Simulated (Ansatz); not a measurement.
# RuOF (sextet): wave-function methods side by side, def2-SVP

One table from this session's results is given with a row withheld; the runs are named, their logs left out.

The runs use Ansatz 0.2.0, Gaussian basis; def2-SVP, core rule «outside noble gas», up to 6 orbitals frozen.

Plan: UHF; CCSD(T) on ROHF; CCSD(T) on UHF; CISD; CCSDT(Q) on ROHF; CCSDT(Q) on UHF; CASSCF and MRCISD+Q, 19 electrons in 13 orbitals; CASSCF and NEVPT4(SD), 19 electrons in 13 orbitals; CASSCF and NEVPT2, 19 electrons in 13 orbitals.

7 further runs of the same task are left out: 4 for a known fault of the program, 3 set aside as unsound or not needed.

**The system**

The geometry is a PBE0/def2-TZVP stationary point (not a proven minimum) of the parent state, kept for this charge and spin. No spin-orbit coupling is included. Elements past krypton take def2 core potentials.

3 atoms, charge 0, spin multiplicity 6.

Atoms are counted from 1 here; the program's logs count them from 0.

Bond lengths: Ru1–O2 1.662 Å, Ru1–F3 1.860 Å. Angles: O2–Ru1–F3 132.5°.

Set-up of the first run:

Contents of in.yaml:

```yaml
crystal:
  periodic: [false, false, false]
  atoms:
    - {symbol: Ru, position_ang: [0.000000, -0.178741, -0.071563]}
    - {symbol: O, position_ang: [0.000000, 0.596078, -1.541957]}
    - {symbol: F, position_ang: [0.000000, 0.448904, 1.679262]}
basis:
  gaussian: {orbitals: def2-SVP}
magnetization: {spin_polarized: true, initial_magnetization: 5}
hamiltonian: {xc: hf}
output: {orbitals: {seedname: orbitals}}
```

The run is started by

```
ansatz run in.yaml --threads 1 --pin off --events-out ev --progress --plain --max-ram 4096MiB --backend cpu
```

Among the steps run: UHF; CCSD(T) on ROHF; CCSD(T) on UHF; CISD; CCSDT(Q) on ROHF; CCSDT(Q) on UHF; CASSCF and MRCISD+Q, 19 electrons in 13 orbitals; CASSCF and NEVPT4(SD), 19 electrons in 13 orbitals; CASSCF and NEVPT2, 19 electrons in 13 orbitals.

One of the session's tables, all rows but one given; the rest of the session is left out.

```
            method  from RCCSDT(Q) (kJ/mol)
              ROHF                  +1522.4
               UHF                  +1482.0
              RMP2                   +132.3
              UMP2                   +113.7
             RCCSD                    +61.0
             UCCSD                    +56.7
          RCCSD(T)                    +13.2
          UCCSD(T)                    +10.7
            RCCSDT                     +7.6
            UCCSDT                     +5.5
         RCCSDT(Q)                        0
         UCCSDT(Q)                     -3.2
    CASSCF valence                  +1299.3
    NEVPT2 valence                   +191.7
NEVPT4(SD) valence                        ?
    MRCISD valence                   +164.6
  MRCISD+Q valence                    +46.7
```

**Question.** Estimate the row for NEVPT4(SD) valence.

**Answer.** from RCCSDT(Q) (kJ/mol): +38.9. In the column «from RCCSDT(Q) (kJ/mol)» it lies between RCCSD(T) (+13.2) and MRCISD+Q valence (+46.7).

Not comparable, so not listed: CISD (they don't share determinant, frozen orbitals or solution with the rows shown, or repeat one).

To keep in mind: Restricted and unrestricted rows rest on different reference determinants; where their highest levels disagree by more than a few hundredths of an eV, they describe different states and don't form one ladder.
